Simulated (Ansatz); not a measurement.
# GdN: the cost of one run

Program: Ansatz 0.2.0. Level of theory: DFT r²SCAN, scalar-relativistic, plane waves, PAW. These are calculated values, not measurements.

3 further runs of the same task are left out: 1 that didn't finish, 2 set aside as unsound or not needed.

### Step 1. The structure to begin with

It takes space group Fm-3m (No. 225, cubic). Conventional cell: a = 4.973 Å, b = 4.973 Å, c = 4.973 Å, α = 90.00°, β = 90.00°, γ = 90.00°. Around Gd (site symmetry m-3m) lie 6 N at 2.49 Å. N (site symmetry m-3m) is surrounded by 6 Gd at 2.49 Å.

Coordinates:

```
CELL_PARAMETERS angstrom
0.00000 2.48655 2.48655
2.48655 0.00000 2.48655
2.48655 2.48655 0.00000
ATOMIC_POSITIONS crystal
Gd 0.50000 0.50000 0.50000
N 0.00000 0.00000 0.00000
```

This cell comes from an earlier session at r²SCAN: 15.374 Å³/atom at 0.05 GPa, on a 12×12×12 mesh.

The changes: atom 2 (N) moved 0.05 Å along y; strain e2 = -0.01, atoms carried along; all atoms moved at random (σ = 0.1 Å), cell strained at random (1 %).

### Step 2. Atom 2 (N) moved 0.05 Å along y

Input file input.yaml:

```yaml
crystal:
  lattice:
    - [0.0, 2.486553367, 2.486553367]
    - [2.486553367, 0.0, 2.486553367]
    - [2.486553367, 2.486553367, 0.0]
  atoms:
    - { symbol: Gd, position: [0.5, 0.5, 0.5], spin: 7.62 }
    - { symbol: "N", position: [0.0100540774, -0.0100540774, 0.0100540774] }
basis:
  ecutwfc: 500
  ecutrho_ratio: 4
kpoints:
  mp_grid: { grid: [12, 12, 12] }
hamiltonian:
  xc: r2scan
scf:
  occupations: { method: gaussian, width: 0.05 }
output:
  forces: true
  stress: true
  eigenvalues: true
  populations: true
  write_density: true
  write_potential: true
  elf: true
  volumetric_format: npy
magnetization:
  spin_polarized: true
checkpoint:
  read: start.run
  write: ck
  compress: false
  write_wavefunctions: false
  write_every: 100000
```

start.run holds the converged state of the cell before the atoms were moved.

The run is started by

```bash
$ ansatz run input.yaml --threads 2 --pin off --max-ram 3072MiB --backend cpu --events-out ev --progress --plain --runs-dir out
```

What time and memory should one allow on 2 threads of Intel Xeon Platinum 8559C (Emerald Rapids), shared host?

About 14 s, with a peak of 0.69 GiB.
